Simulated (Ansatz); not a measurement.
# MgZr2O2: the cost of one run

Method: DFT PBE, scalar-relativistic, plane waves, PAW, in Ansatz 0.2.0.

**1. The structure to begin with**

Symmetry: P4mm, No. 99, tetragonal system. Conventional cell: a = 4.346 Å, b = 4.346 Å, c = 3.708 Å, α = 90.00°, β = 90.00°, γ = 90.00°. Around Mg (site symmetry 4mm) lie 4 O at 2.21 Å. Around Zr (site symmetry 2mm) lie 2 O at 1.76 to 1.95 Å. Around O (site symmetry 2mm) lie 2 Zr at 1.76 to 1.95 Å and 2 Mg at 2.21 Å.

As a file:

```
CELL_PARAMETERS angstrom
4.34585 0.00000 0.00000
0.00000 4.34585 0.00000
0.00000 0.00000 3.70771
ATOMIC_POSITIONS crystal
Mg 0.50000 0.50000 0.05604
Zr 0.50000 0.00000 0.69482
Zr 0.00000 0.50000 0.69482
O 0.50000 0.00000 0.16866
O 0.00000 0.50000 0.16866
```

Recipe of the guess: random cell by space group and Wyckoff sites (P4mm, No. 99). Lengths come from tabulated atomic sizes and are only a guess.

**2. The guess as it stands, on a coarse mesh**

input.yaml reads:

```yaml
crystal:
  lattice:
    - [4.34584639, 0.0, 0.0]
    - [0.0, 4.34584639, 0.0]
    - [0.0, 0.0, 3.70771331]
  atoms:
    - { symbol: Mg, position: [0.5, 0.5, 0.05604007] }
    - { symbol: Zr, position: [0.5, 0.0, 0.69481711] }
    - { symbol: Zr, position: [0.0, 0.5, 0.69481711] }
    - { symbol: O, position: [0.5, 0.0, 0.16866214] }
    - { symbol: O, position: [0.0, 0.5, 0.16866214] }
basis:
  ecutwfc: 420
kpoints:
  mp_grid: { grid: [4, 4, 6] }
hamiltonian:
  xc: pbe
scf:
  occupations: { method: gaussian, width: 0.1 }
  lower_state_search: "off"
output:
  forces: true
  stress: true
  eigenvalues: true
```

Started as:

```
$ ansatz run input.yaml --threads 1 --pin off --max-ram 2560MiB --backend cpu --events-out ev --progress --plain --runs-dir out
```

**Question.** How long does this run take on 1 thread of Arm Neoverse V1, shared host, and how much memory does it need?

About 4.7 s, with a peak of 0.31 GiB.
